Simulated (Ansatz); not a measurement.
# FH7Si3: the cost of one run

Method: RKS PBE0-D4/cc-pVDZ, in Ansatz 0.2.0.

## (1) The starting structure

Bond lengths: Si1–F2 1.790 Å, Si1–H3 1.660 Å, Si1–Si4 2.218 Å, Si4–H5 1.460 Å, Si4–H6 1.460 Å, Si4–H7 1.460 Å, Si1–Si8 2.218 Å, Si8–H9 1.460 Å, Si8–H10 1.460 Å, Si8–H11 1.460 Å. Angles (14 of 18 angles, heavy atoms first): F2–Si1–Si4 122.7°, F2–Si1–Si8 122.7°, Si4–Si1–Si8 109.5°, F2–Si1–H3 43.3°, H3–Si1–Si4 122.2°, H3–Si1–Si8 122.2°, Si1–Si4–H5 109.5°, Si1–Si4–H6 109.5°, Si1–Si4–H7 109.5°, Si1–Si8–H9 109.5°, Si1–Si8–H10 109.5°, Si1–Si8–H11 109.5°, H5–Si4–H6 109.4°, H5–Si4–H7 109.4°.

Coordinates:

```xyz
11

Si    0.0000    0.0000    0.0000
F     0.9996    0.0000    1.4848
H     1.6189    0.0000    0.3673
Si   -1.0456    1.8115   -0.7393
H    -2.4302    1.4780   -1.0607
H    -1.0215    2.8436    0.2931
H    -0.3743    2.3069   -1.9374
Si   -1.0456   -1.8115   -0.7393
H    -1.7029   -2.4846    0.3772
H    -2.0454   -1.4265   -1.7311
H    -0.0777   -2.7173   -1.3511
```

## (2) A restrained relaxation towards end A

Springs on the bonds that form and break draw the guess towards this end; the thresholds are loose.

Contents of input.yaml:

```yaml
crystal:
  periodic: [false, false, false]
  atoms:
    - { symbol: Si, position_ang: [0.0, 0.0, 0.0] }
    - { symbol: F, position_ang: [0.9996, 0.0, 1.4848] }
    - { symbol: H, position_ang: [1.6189, 0.0, 0.3673] }
    - { symbol: Si, position_ang: [-1.0456, 1.8115, -0.7393] }
    - { symbol: H, position_ang: [-2.4302, 1.478, -1.0607] }
    - { symbol: H, position_ang: [-1.0215, 2.8436, 0.2931] }
    - { symbol: H, position_ang: [-0.3743, 2.3069, -1.9374] }
    - { symbol: Si, position_ang: [-1.0456, -1.8115, -0.7393] }
    - { symbol: H, position_ang: [-1.7029, -2.4846, 0.3772] }
    - { symbol: H, position_ang: [-2.0454, -1.4265, -1.7311] }
    - { symbol: H, position_ang: [-0.0777, -2.7173, -1.3511] }
basis:
  gaussian: { orbitals: cc-pVDZ }
hamiltonian:
  xc: pbe0
  dispersion: d4
relax:
  f_tol: 0.15
  max_steps: 25
  restrain:
    - { distance: [1, 2], at: 2.12, k: 30.0 }
    - { distance: [0, 1], at: 1.59, k: 30.0 }
    - { distance: [0, 2], at: 1.46, k: 30.0 }
```

Started as:

```sh
ansatz run input.yaml --threads 2 --pin off --max-ram 3072MiB --backend cpu --events-out ev --progress --plain --runs-dir out
```

**Question.** How long does this run take on 2 threads of Arm Neoverse V2, shared host, and how much memory does it need?

About 16 s, with a peak of 0.23 GiB.
